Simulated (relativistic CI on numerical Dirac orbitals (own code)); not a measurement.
# Se: one ion under different settings

How much do the settings matter for Se? One ion, several inputs.

The numbers are computed with relativistic CI on numerical Dirac orbitals (own code) version 3 (Dirac-Coulomb-Breit CI, KLI orbitals optimised for each configuration, model QED (radiative potential, 1s self-energy scaled to tabulated hydrogen-like ionisation energies), numerical settings as typed), except any that are marked as measured or tabulated.

**1. The system**

- ion: Se (Se I)
- nuclear charge: 34
- electrons: 34
- isotope: A = 80

**2. Usual settings**

Input settings:

```ini
atom Se  Z=34  charge=0  electrons=34
nucleus A=80  rms_radius_fm=4.1400
hamiltonian dirac-coulomb  breit=on  qed=on  c_scale=1
orbitals kli  potential=per-configuration
slater_scale 1
correlation none
mixing on
grid step=0.0125 r_max=149
scf mixing=0.4 start=green max_iterations=150 tolerance=2e-08 node_fill=0.05
configurations
  [Ar] 3d10 4s2 4p4
  [Ar] 3d10 4s2 4p3 4d
end
```

Command:

```bash
$ python run_levels.py task.json out
```

The settings of every run stand in task.json; they run in order.

Results of the run (chosen fields of its result record, rounded):

```text
{
  "status": "converged",
  "levels [i, E_cm, J2, conf, term, w_term, w_jj]": [
    [0, 0, 4, "4p4", "3P", 0.9874, 0.7676],
    [1, 1968.2503, 2, "4p4", "3P", 1, 1],
    [2, 2603.7636, 0, "4p4", "3P", 0.9883, 0.5612],
    [3, 11748.313, 4, "4p4", "1D", 0.9874, 0.7676],
    [4, 27724.588, 0, "4p4", "1S", 0.9883, 0.5612],
    [5, 55000.722, 8, "4p3 4d", "5D*", 0.9941, 0.5438],
    [6, 55007.425, 6, "4p3 4d", "5D*", 0.9935, 0.3096],
    [7, 55013.583, 4, "4p3 4d", "5D*", 0.9939, 0.3892],
    [8, 55017.267, 2, "4p3 4d", "5D*", 0.9943, 0.4935],
    [9, 55018.784, 0, "4p3 4d", "5D*", 0.9944, 0.5447],
    [10, 57662.443, 4, "4p3 4d", "3D*", 0.9913, 0.3278],
    [11, 57662.502, 2, "4p3 4d", "3D*", 0.9959, 0.5236],
    [12, 57798.499, 6, "4p3 4d", "3D*", 0.9935, 0.295],
    [13, 71752.856, 4, "4p3 4d", "3F*", 0.9565, 0.4204],
    "... 16 more rows left out ..."
  ],
  "total_energy [Ha]": -2426.6456263,
  "n_levels_all": 43,
  "overlap": 2.78862e-12,
  "scf_iterations": [11, 12],
  "orbital_energies [Ha]": {"1s": -459.04, "2s": -59.1018, "2p1/2": -53.0122, "2p3/2": -51.4816, "3s": -8.07471, "3p1/2": -5.98651, "3p3/2": -5.77209, "3d3/2": -2.1727, "3d5/2": -2.14005, "4s": -0.774429, "4p1/2": -0.393498, "4p3/2": -0.380427},
  "configurations [conf, odd, states, E_av_Ha, breit_Ha, qed_Ha]": [
    ["4p4", 0, 15, -2428.572513, 1.17, 0.7859],
    ["4p3 4d", 1, 200, -2428.266761, 1.17, 0.786]
  ],
  "scf_steps of the first configuration [iteration, E_Ha, residual, outer_eigenvalue_Ha]": [
    [1, -2424.9813, 1.24, -0.5273],
    [2, -2428.405549, 0.262, -0.3461],
    [3, -2428.557288, 0.0887, -0.3465],
    [4, -2428.572728, 0.0289, -0.3862],
    [5, -2428.572107, 0.0045, -0.3792],
    [6, -2428.572527, 0.000649, -0.3803],
    [7, -2428.572513, 0.000236, -0.3806],
    [8, -2428.57251, 2.51e-05, -0.3805],
    [9, -2428.572513, 2.12e-06, -0.3804],
    [10, -2428.572513, 1.02e-06, -0.3804],
    [11, -2428.572513, 6.13e-09, -0.3804]
  ]
}
```

Wall time 0.11 s (1 thread, shared host).

**3. Slater scale 0.5**

Changes to the settings of step 2:

```diff
@@ -4,3 +4,3 @@
 orbitals kli  potential=per-configuration
-slater_scale 1
+slater_scale 0.5
 correlation none
```

Main fields:

```text
{
  "status": "converged",
  "levels [i, E_cm, J2, conf, term, w_term]": [
    [0, 0, 4, "4p4", "3P", 0.961],
    [1, 2082.0988, 2, "4p4", "3P", 1],
    [2, 2425.7651, 0, "4p4", "3P", 0.9532],
    [3, 6704.2128, 4, "4p4", "1D", 0.961],
    [4, 14950.791, 0, "4p4", "1S", 0.9532],
    [5, 61431.592, 8, "4p3 4d", "5D*", 0.9755],
    [6, 61438.725, 6, "4p3 4d", "5D*", 0.972],
    [7, 61448.814, 4, "4p3 4d", "5D*", 0.9744],
    "... 22 more rows left out ..."
  ],
  "total_energy [Ha]": -2426.6341349,
  "n_levels_all": 43,
  "overlap": 2.78862e-12,
  "scf_iterations": [11, 12],
  "orbital_energies [Ha]": {"1s": -459.04, "2s": -59.1018, "2p1/2": -53.0122, "2p3/2": -51.4816, "3s": -8.07471, "3p1/2": -5.98651, "3p3/2": -5.77209, "3d3/2": -2.1727, "3d5/2": -2.14005, "4s": -0.774429, "4p1/2": -0.393498, "4p3/2": -0.380427},
  "configurations [conf, odd, states, E_av_Ha, breit_Ha, qed_Ha]": [
    ["4p4", 0, 15, -2428.572513, 1.17, 0.7859],
    ["4p3 4d", 1, 200, -2428.266761, 1.17, 0.786]
  ],
  "scf_steps of the first configuration [iteration, E_Ha, residual, outer_eigenvalue_Ha]": [
    [1, -2424.9813, 1.24, -0.5273],
    [2, -2428.405549, 0.262, -0.3461],
    [3, -2428.557288, 0.0887, -0.3465],
    [4, -2428.572728, 0.0289, -0.3862],
    [5, -2428.572107, 0.0045, -0.3792],
    [6, -2428.572527, 0.000649, -0.3803],
    [7, -2428.572513, 0.000236, -0.3806],
    [8, -2428.57251, 2.51e-05, -0.3805],
    [9, -2428.572513, 2.12e-06, -0.3804],
    [10, -2428.572513, 1.02e-06, -0.3804],
    [11, -2428.572513, 6.13e-09, -0.3804]
  ]
}
```

Run time: 0.11 s. Hardware: 1 thread, shared host.

**4. Speed-of-light factor 1.25**

Changes to the settings of step 3:

```diff
@@ -2,5 +2,5 @@
 nucleus A=80  rms_radius_fm=4.1400
-hamiltonian dirac-coulomb  breit=on  qed=on  c_scale=1
+hamiltonian dirac-coulomb  breit=on  qed=on  c_scale=1.25
 orbitals kli  potential=per-configuration
-slater_scale 0.5
+slater_scale 1
 correlation none
```

Main fields:

```text
{
  "status": "converged",
  "levels [i, E_cm, J2, conf, term, w_term]": [
    [0, 0, 4, "4p4", "3P", 0.9945],
    [1, 1211.7548, 2, "4p4", "3P", 1],
    [2, 1679.4821, 0, "4p4", "3P", 0.9955],
    [3, 11237.802, 4, "4p4", "1D", 0.9945],
    [4, 27108.756, 0, "4p4", "1S", 0.9955],
    [5, 54763.992, 8, "4p3 4d", "5D*", 0.9977],
    [6, 54768.016, 6, "4p3 4d", "5D*", 0.9974],
    [7, 54771.235, 4, "4p3 4d", "5D*", 0.9976],
    "... 22 more rows left out ..."
  ],
  "total_energy [Ha]": -2416.5796868,
  "n_levels_all": 43,
  "overlap": 2.74571e-12,
  "scf_iterations": [11, 12],
  "orbital_energies [Ha]": {"1s": -456.37, "2s": -58.5004, "2p1/2": -52.4935, "2p3/2": -51.5265, "3s": -7.9776, "3p1/2": -5.9133, "3p3/2": -5.77815, "3d3/2": -2.18471, "3d5/2": -2.16374, "4s": -0.767134, "4p1/2": -0.390903, "4p3/2": -0.382651},
  "configurations [conf, odd, states, E_av_Ha, breit_Ha, qed_Ha]": [
    ["4p4", 0, 15, -2418.018884, 0.7441, 0.722],
    ["4p3 4d", 1, 200, -2417.712748, 0.744, 0.7221]
  ],
  "scf_steps of the first configuration [iteration, E_Ha, residual, outer_eigenvalue_Ha]": [
    [1, -2414.652098, 1.2, -0.5236],
    [2, -2417.865533, 0.248, -0.3477],
    [3, -2418.005613, 0.0833, -0.3488],
    [4, -2418.019138, 0.027, -0.3881],
    [5, -2418.018275, 0.00748, -0.3809],
    [6, -2418.018905, 0.000782, -0.3826],
    [7, -2418.018885, 0.000238, -0.3829],
    [8, -2418.018881, 2.26e-05, -0.3827],
    [9, -2418.018884, 1.69e-06, -0.3826],
    [10, -2418.018884, 9.1e-07, -0.3826],
    [11, -2418.018884, 5.66e-09, -0.3826]
  ]
}
```

It took 0.11 s on 1 thread, shared host.

With a scaled speed of light this is not the real ion; the QED potentials keep the true α and change only through the orbitals.

**5. Breit term off, iteration limit 20, potential mixing 0.2**

Input settings:

```ini
atom Se  Z=34  charge=0  electrons=34
nucleus A=80  rms_radius_fm=4.1400
hamiltonian dirac-coulomb  breit=off  qed=on  c_scale=1
orbitals kli  potential=per-configuration
slater_scale 1
correlation none
mixing on
grid step=0.0125 r_max=149
scf mixing=0.2 start=green max_iterations=20 tolerance=2e-08 node_fill=0.05
configurations
  [Ar] 3d10 4s2 4p4
  [Ar] 3d10 4s2 4p3 4d
end
```

Main fields:

```text
{
  "status": "converged",
  "levels [i, E_cm, J2, conf, term, w_term]": [
    [0, 0, 4, "4p4", "3P", 0.9869],
    [1, 2014.8037, 2, "4p4", "3P", 1],
    [2, 2657.8865, 0, "4p4", "3P", 0.9877],
    [3, 11781.731, 4, "4p4", "1D", 0.9869],
    [4, 27762.075, 0, "4p4", "1S", 0.9877],
    [5, 55055.317, 8, "4p3 4d", "5D*", 0.9939],
    [6, 55061.55, 6, "4p3 4d", "5D*", 0.9932],
    [7, 55067.369, 4, "4p3 4d", "5D*", 0.9936],
    "... 22 more rows left out ..."
  ],
  "total_energy [Ha]": -2427.8155845,
  "n_levels_all": 43,
  "overlap": 2.78681e-12,
  "scf_iterations": [13, 13],
  "orbital_energies [Ha]": {"1s": -459.04, "2s": -59.1018, "2p1/2": -53.0122, "2p3/2": -51.4816, "3s": -8.07471, "3p1/2": -5.98651, "3p3/2": -5.77209, "3d3/2": -2.1727, "3d5/2": -2.14005, "4s": -0.774429, "4p1/2": -0.393497, "4p3/2": -0.380427},
  "configurations [conf, odd, states, E_av_Ha, breit_Ha, qed_Ha]": [
    ["4p4", 0, 15, -2428.572513, 0, 0.7859],
    ["4p3 4d", 1, 200, -2428.266761, 0, 0.786]
  ],
  "scf_steps of the first configuration [iteration, E_Ha, residual, outer_eigenvalue_Ha]": [
    [1, -2424.9813, 1.24, -0.5273],
    [2, -2427.220771, 0.75, -0.4259],
    [3, -2428.534771, 0.109, -0.3258],
    [4, -2428.47264, 0.249, -0.4136],
    [5, -2428.572032, 0.0411, -0.3913],
    [6, -2428.572872, 0.0257, -0.3852],
    [7, -2428.572491, 0.00103, -0.3795],
    [8, -2428.57251, 7.25e-05, -0.3805],
    [9, -2428.572511, 7.45e-05, -0.3805],
    [10, -2428.572513, 2.55e-06, -0.3804],
    [11, -2428.572513, 9.83e-07, -0.3804],
    [12, -2428.572513, 2.3e-08, -0.3804],
    [13, -2428.572513, 1.31e-08, -0.3804]
  ]
}
```

It took 0.11 s on 1 thread, shared host.

**6. Potential mixing 0.7**

Input settings:

```ini
atom Se  Z=34  charge=0  electrons=34
nucleus A=80  rms_radius_fm=4.1400
hamiltonian dirac-coulomb  breit=on  qed=on  c_scale=1
orbitals kli  potential=per-configuration
slater_scale 1
correlation none
mixing on
grid step=0.0125 r_max=149
scf mixing=0.7 start=green max_iterations=150 tolerance=2e-08 node_fill=0.05
configurations
  [Ar] 3d10 4s2 4p4
  [Ar] 3d10 4s2 4p3 4d
end
```

Main fields:

```text
{
  "status": "converged",
  "levels [i, E_cm, J2, conf, term, w_term]": [
    [0, 0, 4, "4p4", "3P", 0.9874],
    [1, 1968.2503, 2, "4p4", "3P", 1],
    [2, 2603.7636, 0, "4p4", "3P", 0.9883],
    [3, 11748.313, 4, "4p4", "1D", 0.9874],
    [4, 27724.588, 0, "4p4", "1S", 0.9883],
    [5, 55000.722, 8, "4p3 4d", "5D*", 0.9941],
    [6, 55007.424, 6, "4p3 4d", "5D*", 0.9935],
    [7, 55013.582, 4, "4p3 4d", "5D*", 0.9939],
    "... 22 more rows left out ..."
  ],
  "total_energy [Ha]": -2426.6456263,
  "n_levels_all": 43,
  "overlap": 2.78683e-12,
  "scf_iterations": [10, 11],
  "orbital_energies [Ha]": {"1s": -459.04, "2s": -59.1018, "2p1/2": -53.0122, "2p3/2": -51.4816, "3s": -8.07471, "3p1/2": -5.98651, "3p3/2": -5.77209, "3d3/2": -2.1727, "3d5/2": -2.14005, "4s": -0.774429, "4p1/2": -0.393497, "4p3/2": -0.380427},
  "configurations [conf, odd, states, E_av_Ha, breit_Ha, qed_Ha]": [
    ["4p4", 0, 15, -2428.572513, 1.17, 0.7859],
    ["4p3 4d", 1, 200, -2428.266761, 1.17, 0.786]
  ],
  "scf_steps of the first configuration [iteration, E_Ha, residual, outer_eigenvalue_Ha]": [
    [1, -2424.9813, 1.24, -0.5273],
    [2, -2427.461795, 0.813, -0.2616],
    [3, -2428.568373, 0.0575, -0.3867],
    [4, -2428.572824, 0.00759, -0.378],
    [5, -2428.57229, 0.00317, -0.3798],
    [6, -2428.572519, 0.000156, -0.3805],
    [7, -2428.572513, 4.73e-06, -0.3804],
    [8, -2428.572513, 2.81e-06, -0.3804],
    [9, -2428.572513, 2.56e-07, -0.3804],
    [10, -2428.572513, 3.25e-09, -0.3804]
  ]
}
```

Run time: 0.11 s. Hardware: 1 thread, shared host.

**7. Tolerance 0.3**

Changes to the settings of step 6:

```diff
@@ -8,3 +8,3 @@
 grid step=0.0125 r_max=149
-scf mixing=0.7 start=green max_iterations=150 tolerance=2e-08 node_fill=0.05
+scf mixing=0.4 start=green max_iterations=88 tolerance=0.3 node_fill=0.05
 configurations
```

Main fields:

```text
{
  "status": "converged",
  "levels [i, E_cm, J2, conf, term, w_term]": [
    [0, 0, 4, "4p4", "3P", 0.9909],
    [1, 1615.915, 2, "4p4", "3P", 1],
    [2, 2187.8215, 0, "4p4", "3P", 0.9917],
    [3, 11538.455, 4, "4p4", "1D", 0.9909],
    [4, 27522.662, 0, "4p4", "1S", 0.9917],
    [5, 58324.03, 8, "4p3 4d", "5D*", 0.9951],
    [6, 58333.146, 6, "4p3 4d", "5D*", 0.9946],
    [7, 58340.734, 4, "4p3 4d", "5D*", 0.9948],
    "... 22 more rows left out ..."
  ],
  "total_energy [Ha]": -2426.4512755,
  "n_levels_all": 43,
  "overlap": 1.88928e-12,
  "scf_iterations": [2, 2],
  "orbital_energies [Ha]": {"1s": -463.729, "2s": -59.9651, "2p1/2": -54.2217, "2p3/2": -52.6363, "3s": -8.32965, "3p1/2": -6.26886, "3p3/2": -6.04559, "3d3/2": -2.35604, "3d5/2": -2.32168, "4s": -0.755213, "4p1/2": -0.360464, "4p3/2": -0.34607},
  "configurations [conf, odd, states, E_av_Ha, breit_Ha, qed_Ha]": [
    ["4p4", 0, 15, -2428.405549, 1.192, 0.7899],
    ["4p3 4d", 1, 200, -2428.087239, 1.193, 0.79]
  ],
  "scf_steps of the first configuration [iteration, E_Ha, residual, outer_eigenvalue_Ha]": [
    [1, -2424.9813, 1.24, -0.5273],
    [2, -2428.405549, 0.262, -0.3461]
  ]
}
```

Wall time 0.078 s (1 thread, shared host).

A bad setting: its result is shown only for the comparison.

**8. Nuclear radius 4140.0**

Input settings:

```ini
atom Se  Z=34  charge=0  electrons=34
nucleus A=80  rms_radius_fm=4140.0000
hamiltonian dirac-coulomb  breit=on  qed=on  c_scale=1
orbitals kli  potential=per-configuration
slater_scale 1
correlation none
mixing on
grid step=0.0125 r_max=149
scf mixing=0.4 start=green max_iterations=99 tolerance=2e-08 node_fill=0.05
configurations
  [Ar] 3d10 4s2 4p4
  [Ar] 3d10 4s2 4p3 4d
end
```

Main fields:

```text
{
  "status": "converged",
  "levels [i, E_cm, J2, conf, term, w_term]": [
    [0, 0, 4, "4p4", "3P", 0.9992],
    [1, 467.1266, 2, "4p4", "3P", 1],
    [2, 679.32302, 0, "4p4", "3P", 0.9994],
    [3, 11338.949, 4, "4p4", "1D", 0.9992],
    [4, 27987.293, 0, "4p4", "1S", 0.9994],
    [5, 67100.647, 0, "4p3 4d", "5D*", 0.9997],
    [6, 67116.595, 2, "4p3 4d", "5D*", 0.9997],
    [7, 67148.574, 4, "4p3 4d", "5D*", 0.9997],
    "... 22 more rows left out ..."
  ],
  "total_energy [Ha]": -1623.2301309,
  "n_levels_all": 43,
  "overlap": 7.48227e-12,
  "scf_iterations": [11, 12],
  "orbital_energies [Ha]": {"1s": -159.079, "2s": -25.3931, "2p1/2": -48.1592, "2p3/2": -47.7735, "3s": -3.28815, "3p1/2": -5.65263, "3p3/2": -5.60658, "3d3/2": -3.3194, "3d5/2": -3.27848, "4s": -0.402684, "4p1/2": -0.474133, "4p3/2": -0.470636},
  "configurations [conf, odd, states, E_av_Ha, breit_Ha, qed_Ha]": [
    ["4p4", 0, 15, -1623.613695, 0.3716, 0.03829],
    ["4p3 4d", 1, 200, -1623.229217, 0.3715, 0.03829]
  ],
  "scf_steps of the first configuration [iteration, E_Ha, residual, outer_eigenvalue_Ha]": [
    [1, -1622.88522, 0.52, -0.3769],
    [2, -1623.38477, 0.278, -0.415],
    [3, -1623.613542, 0.0108, -0.4639],
    [4, -1623.613712, 0.00604, -0.4683],
    [5, -1623.613681, 0.000888, -0.4708],
    [6, -1623.613704, 0.000178, -0.4707],
    [7, -1623.613693, 0.000133, -0.4706],
    [8, -1623.613695, 7.93e-06, -0.4706],
    [9, -1623.613695, 8.4e-07, -0.4706],
    [10, -1623.613695, 2.28e-08, -0.4706],
    [11, -1623.613695, 4.23e-10, -0.4706]
  ]
}
```

It took 0.11 s on 1 thread, shared host.

This setting is unsound; the numbers are not properties of the ion.

**9. The runs side by side**

| setting | total energy less usual (Ha) | largest shift of a level among the lowest eight of both runs, same label and place (cm⁻¹) | SCF iterations | time | lowest level | kind of change |
| --- | --- | --- | --- | --- | --- | --- |
| usual | 0 | 0 | 23 | 0.11 s | 4p4 3P2 | - |
| Slater scale 0.5 | 0.0115 | 12800 | 23 | 0.11 s | 4p4 3P2 | model term |
| speed-of-light factor 1.25 | 10.1 | 924 | 23 | 0.11 s | 4p4 3P2 | unphysical constant |
| Breit term off, iteration limit 20, potential mixing 0.2 | -1.17 | 54.6 | 26 | 0.11 s | 4p4 3P2 | model term |
| potential mixing 0.7 | 0 | 0 | 21 | 0.11 s | 4p4 3P2 | numerical |
| tolerance 0.3 | 0.194 | 3330 | 4 | 0.078 s | 4p4 3P2 | unsound |
| nuclear radius 4140.0 | 803 | 12100 | 23 | 0.11 s | 4p4 3P2 | unsound |

**10. Results**

| quantity | value |
| --- | --- |
| lowest level, usual settings | 4p4 3P2 |
| total energy | -2426.6456 Ha |
| first excitation | 1968.3 cm⁻¹ |

Among the runs whose levels can be followed, they move most under «Slater scale 0.5» (model term), by up to 12800 cm⁻¹. No visible change in the result comes from «potential mixing 0.7». Only the listed configurations are in the model. Near neutrality, missing correlation can shift configurations against each other by thousands of cm⁻¹.
